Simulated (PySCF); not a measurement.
# Ce(BH4)4: forces at shaken geometries

How stiff is Ce(BH4)4? Its atoms are displaced at random by several amounts. It is a constructed species; whether it can be made isn't addressed.

Computed with PySCF 2.14.0. Level: B3LYP, Ce lcecp-2-SVP with ECP46, B def2-SVP, H def2-SVP; scalar-relativistic core potentials, no spin–orbit coupling.

2 further runs of the same task are left out: 1 for a known fault of the program, 1 that didn't finish.

## 1. Starting geometry

21 atoms, charge 0, spin multiplicity 1.

Bond lengths: Ce1–B2 2.488 Å, Ce1–H4 2.292 Å, Ce1–H5 2.299 Å, Ce1–H6 2.298 Å, Ce1–B7 2.488 Å, Ce1–H9 2.292 Å, Ce1–H10 2.299 Å, Ce1–H11 2.298 Å, Ce1–B12 2.490 Å, Ce1–H14 2.300 Å, Ce1–H15 2.293 Å, Ce1–H16 2.303 Å, Ce1–B17 2.489 Å, Ce1–H19 2.300 Å, Ce1–H20 2.293 Å, Ce1–H21 2.303 Å, B2–H3 1.201 Å, B2–H4 1.256 Å and more. Angles: B2–Ce1–H4 30.1°, B2–Ce1–H5 30.1°, B2–Ce1–H6 30.1°, B2–Ce1–B7 109.2°, B2–Ce1–H9 87.6°, B2–Ce1–H10 138.2°, B2–Ce1–H11 98.7°, B2–Ce1–B12 109.5°, B2–Ce1–H14 87.8°, B2–Ce1–H15 138.4°, B2–Ce1–H16 99.0°, B2–Ce1–B17 109.5°, B2–Ce1–H19 98.9°, B2–Ce1–H20 87.9°, B2–Ce1–H21 138.4°, H4–Ce1–H5 51.5°, H4–Ce1–H6 51.5°, H4–Ce1–B7 87.6° and more.

Coordinates:

```mol
B4CeH16
  3D, bonds by distance, orders not assigned

 21 32  0  0  0  0  0  0  0  0999 V2000
    0.0000    0.0000   -0.0556 Ce  0  0
    1.4900    1.3759    1.3849 B   0  0
    2.2102    2.0361    2.0840 H   0  0
    1.4166    0.1726    1.7379 H   0  0
    1.8502    1.3434    0.1824 H   0  0
    0.3024    1.7839    1.3615 H   0  0
   -1.4900   -1.3759    1.3849 B   0  0
   -2.2102   -2.0361    2.0840 H   0  0
   -1.4166   -0.1726    1.7379 H   0  0
   -1.8502   -1.3434    0.1824 H   0  0
   -0.3024   -1.7839    1.3615 H   0  0
    1.3809   -1.4956   -1.4888 B   0  0
    2.0422   -2.2234   -2.1791 H   0  0
    1.7421   -1.4834   -0.2862 H   0  0
    0.1634   -1.8035   -1.4628 H   0  0
    1.4091   -0.2942   -1.8536 H   0  0
   -1.3809    1.4956   -1.4888 B   0  0
   -2.0421    2.2234   -2.1791 H   0  0
   -1.7421    1.4834   -0.2863 H   0  0
   -0.1633    1.8035   -1.4628 H   0  0
   -1.4090    0.2942   -1.8536 H   0  0
  1  2  8  0
  1  4  8  0
  1  5  8  0
  1  6  8  0
  1  7  8  0
  1  9  8  0
  1 10  8  0
  1 11  8  0
  1 12  8  0
  1 14  8  0
  1 15  8  0
  1 16  8  0
  1 17  8  0
  1 19  8  0
  1 20  8  0
  1 21  8  0
  2  3  8  0
  2  4  8  0
  2  5  8  0
  2  6  8  0
  7  8  8  0
  7  9  8  0
  7 10  8  0
  7 11  8  0
 12 13  8  0
 12 14  8  0
 12 15  8  0
 12 16  8  0
 17 18  8  0
 17 19  8  0
 17 20  8  0
 17 21  8  0
M  END
```

Formal oxidation states: Ce +4. The 4f shell is empty and lies in the core potential. An earlier session relaxed this geometry at B3LYP, Ce lcecp-2-SVP with ECP46, B def2-SVP, H def2-SVP (singlet, point group T).

Its energy there is -147.567995 Eh.

## 2. Atoms moved at random, σ = 0.1 Å

run.py (the lines that set the calculation)

```python
mol = gto.M(atom='''
Ce    -0.12490    -0.05568    -0.02881
B      1.61168     1.36101     1.29841
H      2.11265     2.10150     2.24541
H      1.37588     0.15431     1.77461
H      1.87833     1.35702     0.15999
H      0.39264     1.79010     1.47838
B     -1.30840    -1.50535     1.40633
H     -2.14396    -2.02009     2.04923
H     -1.28455    -0.12257     1.68548
H     -1.79748    -1.40987     0.26093
H     -0.51422    -1.65764     1.26722
B      1.40402    -1.43540    -1.74105
H      2.03536    -2.20386    -2.08269
H      1.77684    -1.31937    -0.25617
H      0.16049    -1.77656    -1.50991
H      1.48363    -0.36955    -1.93874
B     -1.29956     1.54926    -1.61594
H     -2.15003     2.09757    -2.11195
H     -1.81907     1.51953    -0.31802
H     -0.29096     1.70447    -1.27505
H     -1.49822     0.24143    -1.84288''',
    basis={'Ce': 'lcecp-2-SVP', 'B': 'def2-SVP', 'H': 'def2-SVP'},
    ecp={'Ce': 'lcecp-2-SVP'},
    charge=0, spin=0)
mf = dft.RKS(mol, xc='B3LYP')
mf.grids.atom_grid = (50, 194)  # f atoms: unpruned, at least (60, 302)
mf = mf.density_fit()  # fitting sets: Ce AutoAux, B def2-universal-JKFIT, H def2-universal-JKFIT
mf.conv_tol = 1e-08; mf.max_cycle = 55
mf.kernel(dm0)  # dm0: the density of the relaxed state
```

The run is started by

```bash
> OMP_NUM_THREADS=4 python run.py
```

The log of the run:

```text
init E= -147.285804232282
cycle= 1 E= -147.290032829366  delta_E= -0.00423  |g|= 0.199  |ddm|= 1.53
cycle= 2 E= -147.292602664603  delta_E= -0.00257  |g|= 0.194  |ddm|= 0.843
cycle= 3 E= -147.306367445342  delta_E= -0.0138  |g|= 0.0437  |ddm|= 0.451
cycle= 4 E= -147.307029639469  delta_E= -0.000662  |g|= 0.00818  |ddm|= 0.102
cycle= 5 E= -147.307049777576  delta_E= -2.01e-05  |g|= 0.00406  |ddm|= 0.0304
cycle= 6 E= -147.307055941665  delta_E= -6.16e-06  |g|= 0.000771  |ddm|= 0.011
cycle= 7 E= -147.307056144586  delta_E= -2.03e-07  |g|= 0.000211  |ddm|= 0.00171
cycle= 8 E= -147.307056159859  delta_E= -1.53e-08  |g|= 3.32e-05  |ddm|= 0.000415
cycle= 9 E= -147.307056160235  delta_E= -3.76e-10  |g|= 1.04e-05  |ddm|= 8.99e-05
Extra cycle  E= -147.307056160233  delta_E= 1.99e-12  |g|= 1.09e-05  |ddm|= 3.97e-05
converged SCF energy = -147.307056160233
```

It took 9 s on 4 threads of Arm Neoverse V2, shared host.

Result: E = -147.307056 Eh (+7.100 eV from the relaxed state), frontier levels not given, since the 4f levels lie in the core, Mulliken charge on Ce1 +0.77 e, largest force component 26.090 eV/Å. The large-core potential holds the 4f shell empty.

```tsv
atom	Fx	Fy	Fz (eV/Å)
Ce1	2.538	1.293	-1.284
B2	-1.872	0.350	3.774
H3	0.015	-1.091	-1.583
H4	0.497	0.516	-0.615
H5	0.572	0.027	-1.337
H6	0.073	-0.306	-0.815
B7	-26.090	6.795	4.065
H8	0.146	-0.590	0.655
H9	-0.463	-1.553	0.270
H10	-0.338	0.086	-0.195
H11	25.501	-5.875	-3.324
B12	-3.751	0.014	5.829
H13	2.952	-3.644	-2.147
H14	-0.701	-0.188	-1.499
H15	0.547	0.142	-0.403
H16	0.200	3.962	-1.373
B17	-4.743	-3.810	2.248
H18	-0.763	1.607	-1.567
H19	0.469	-0.257	-0.870
H20	4.661	1.515	0.137
H21	0.550	1.008	0.034
```

## 3. Atoms moved at random, σ = 0.03 Å

run.py (the lines that set the calculation)

```python
mol = gto.M(atom='''
Ce     0.00188     0.01515    -0.05412
B      1.52182     1.31922     1.40821
H      2.21350     2.03213     2.09082
H      1.42359     0.19107     1.71363
H      1.84174     1.36816     0.14444
H      0.31406     1.73878     1.33941
B     -1.51766    -1.37568     1.38742
H     -2.23491    -2.05311     2.04770
H     -1.43262    -0.14572     1.80826
H     -1.83946    -1.34091     0.20501
H     -0.32428    -1.75336     1.39233
B      1.40682    -1.54725    -1.49192
H      2.05479    -2.25677    -2.16842
H      1.70003    -1.45804    -0.32464
H      0.15946    -1.81927    -1.42632
H      1.40985    -0.26058    -1.90960
B     -1.36309     1.50012    -1.49889
H     -1.97456     2.22345    -2.12882
H     -1.75855     1.48238    -0.31716
H     -0.16806     1.78871    -1.46426
H     -1.43417     0.35180    -1.84827''',
    basis={'Ce': 'lcecp-2-SVP', 'B': 'def2-SVP', 'H': 'def2-SVP'},
    ecp={'Ce': 'lcecp-2-SVP'},
    charge=0, spin=0)
mf = dft.RKS(mol, xc='B3LYP')
mf.grids.atom_grid = (50, 194)  # f atoms: unpruned, at least (60, 302)
mf = mf.density_fit()  # fitting sets: Ce AutoAux, B def2-universal-JKFIT, H def2-universal-JKFIT
mf.conv_tol = 1e-08; mf.max_cycle = 55
mf.kernel(dm0)  # dm0: the density of the relaxed state
```

The run is started by

```bash
> OMP_NUM_THREADS=4 python run.py
```

The log of the run:

```text
init E= -147.566242669648
cycle= 1 E= -147.553323836237  delta_E= 0.0129  |g|= 0.0504  |ddm|= 0.277
cycle= 2 E= -147.553778345195  delta_E= -0.000455  |g|= 0.0408  |ddm|= 0.177
cycle= 3 E= -147.554372383664  delta_E= -0.000594  |g|= 0.00696  |ddm|= 0.0799
cycle= 4 E= -147.554387441854  delta_E= -1.51e-05  |g|= 0.0024  |ddm|= 0.0221
cycle= 5 E= -147.554389557184  delta_E= -2.12e-06  |g|= 0.000545  |ddm|= 0.00708
cycle= 6 E= -147.554389659484  delta_E= -1.02e-07  |g|= 0.000159  |ddm|= 0.00152
cycle= 7 E= -147.554389668097  delta_E= -8.61e-09  |g|= 4.76e-05  |ddm|= 0.000318
Extra cycle  E= -147.554389667771  delta_E= 3.26e-10  |g|= 5.62e-05  |ddm|= 0.000163
converged SCF energy = -147.554389667771
```

Run time: 8.4 s. Hardware: 4 threads of Arm Neoverse V2, shared host.

Result: E = -147.554390 Eh (+0.370 eV from the relaxed state), frontier levels not given, since the 4f levels lie in the core, Mulliken charge on Ce1 +0.74 e, largest force component 2.065 eV/Å. The large-core potential holds the 4f shell empty.

```tsv
atom	Fx	Fy	Fz (eV/Å)
Ce1	-0.126	-0.320	-0.340
B2	-0.196	2.065	-1.214
H3	-0.017	-0.174	-0.009
H4	0.062	-1.599	0.477
H5	-0.056	-0.210	0.687
H6	0.245	0.012	0.206
B7	0.502	0.866	0.470
H8	-0.201	-0.184	0.229
H9	-0.079	-0.595	-0.422
H10	-0.174	0.111	-0.481
H11	0.125	-0.101	-0.025
B12	-1.322	1.750	-0.504
H13	0.347	-0.411	-0.299
H14	0.559	-0.072	0.905
H15	0.280	-0.017	-0.233
H16	-0.086	-1.098	0.457
B17	0.463	-0.257	1.163
H18	-0.945	1.098	-1.054
H19	0.093	0.027	0.287
H20	0.466	0.125	0.035
H21	0.062	-1.018	-0.334
```

## 4. Atoms moved at random, σ = 0.06 Å

run.py (the lines that set the calculation)

```python
mol = gto.M(atom='''
Ce     0.06152     0.02100    -0.03377
B      1.42179     1.31955     1.31633
H      2.20560     2.02547     2.10885
H      1.42020     0.09383     1.72226
H      1.86408     1.44595     0.19479
H      0.30513     1.69592     1.37076
B     -1.49421    -1.37806     1.41855
H     -2.04969    -2.08831     2.05713
H     -1.46293    -0.13216     1.85891
H     -1.75510    -1.37686     0.05662
H     -0.36948    -1.74391     1.28890
B      1.35121    -1.47934    -1.38559
H      2.00218    -2.18784    -2.24702
H      1.74064    -1.45417    -0.16443
H      0.11506    -1.80779    -1.50400
H      1.40380    -0.25175    -1.84059
B     -1.35626     1.44167    -1.40763
H     -2.11889     2.23752    -2.17642
H     -1.74028     1.41967    -0.32765
H     -0.14023     1.87031    -1.48154
H     -1.40395     0.32956    -1.91969''',
    basis={'Ce': 'lcecp-2-SVP', 'B': 'def2-SVP', 'H': 'def2-SVP'},
    ecp={'Ce': 'lcecp-2-SVP'},
    charge=0, spin=0)
mf = dft.RKS(mol, xc='B3LYP')
mf.grids.atom_grid = (50, 194)  # f atoms: unpruned, at least (60, 302)
mf = mf.density_fit()  # fitting sets: Ce AutoAux, B def2-universal-JKFIT, H def2-universal-JKFIT
mf.conv_tol = 1e-08; mf.max_cycle = 55
mf.kernel(dm0)  # dm0: the density of the relaxed state
```

The run is started by

```bash
> OMP_NUM_THREADS=4 python run.py
```

The log of the run:

```text
init E= -147.486166495372
cycle= 1 E= -147.507997704059  delta_E= -0.0218  |g|= 0.0997  |ddm|= 0.616
cycle= 2 E= -147.508425847754  delta_E= -0.000428  |g|=  0.1  |ddm|= 0.394
cycle= 3 E= -147.511917766429  delta_E= -0.00349  |g|= 0.0157  |ddm|= 0.187
cycle= 4 E= -147.511999511832  delta_E= -8.17e-05  |g|= 0.00213  |ddm|= 0.0246
cycle= 5 E= -147.51200092857  delta_E= -1.42e-06  |g|= 0.000801  |ddm|= 0.00517
cycle= 6 E= -147.512001135639  delta_E= -2.07e-07  |g|= 0.000316  |ddm|= 0.00235
cycle= 7 E= -147.512001171361  delta_E= -3.57e-08  |g|= 8.26e-05  |ddm|= 0.00101
cycle= 8 E= -147.512001173984  delta_E= -2.62e-09  |g|= 1.03e-05  |ddm|= 0.000235
Extra cycle  E= -147.512001173993  delta_E= -9.27e-12  |g|= 9.74e-06  |ddm|= 4.19e-05
converged SCF energy = -147.512001173993
```

Run time: 8.7 s. Hardware: 4 threads of Arm Neoverse V2, shared host.

It gives: E = -147.512001 Eh (+1.524 eV from the relaxed state), frontier levels not given, since the 4f levels lie in the core, Mulliken charge on Ce1 +0.67 e, largest force component 4.189 eV/Å. The large-core potential holds the 4f shell empty.

```tsv
atom	Fx	Fy	Fz (eV/Å)
Ce1	-2.428	-1.126	-0.686
B2	3.701	1.452	3.400
H3	-1.253	-1.058	-1.091
H4	0.122	0.719	-0.359
H5	-0.007	-0.324	-0.574
H6	-1.193	0.575	0.109
B7	0.708	2.932	-2.740
H8	-1.766	-1.775	1.514
H9	0.018	-1.011	-0.713
H10	-0.199	0.287	1.575
H11	1.562	-0.348	0.272
B12	0.977	-0.895	-2.358
H13	-0.588	0.758	1.406
H14	-0.107	-0.218	-0.737
H15	0.669	0.334	0.528
H16	-0.049	-0.679	0.573
B17	-0.565	2.472	-4.189
H18	1.263	-1.230	1.354
H19	-0.583	-0.028	2.202
H20	-0.540	-0.385	0.325
H21	0.257	-0.451	0.188
```

## 5. The displacements side by side

| σ (Å) | energy rise (eV) | harmonic estimate −½ F·u (eV) | largest force component (eV/Å) |
| --- | --- | --- | --- |
| 0.1 | 7.100 | 8.512 | 26.09 |
| 0.03 | 0.370 | 0.372 | 2.07 |
| 0.06 | 1.524 | 1.500 | 4.19 |

Every displacement raises the energy. For a harmonic well the rise equals −½ F·u; the two differ by at most 20 % here (a move with σ = 0.1 Å), from anharmonicity, the grid and the small forces left at the relaxed point. The largest moves cost over 1 eV, far outside the harmonic range, so agreement there can come from errors that cancel between squeezed and stretched bonds. These are double-zeta-type bases without diffuse functions. Spin–orbit coupling is left out. The core potential fixes the 4f count, so no charge can pass from the ligands into that shell.
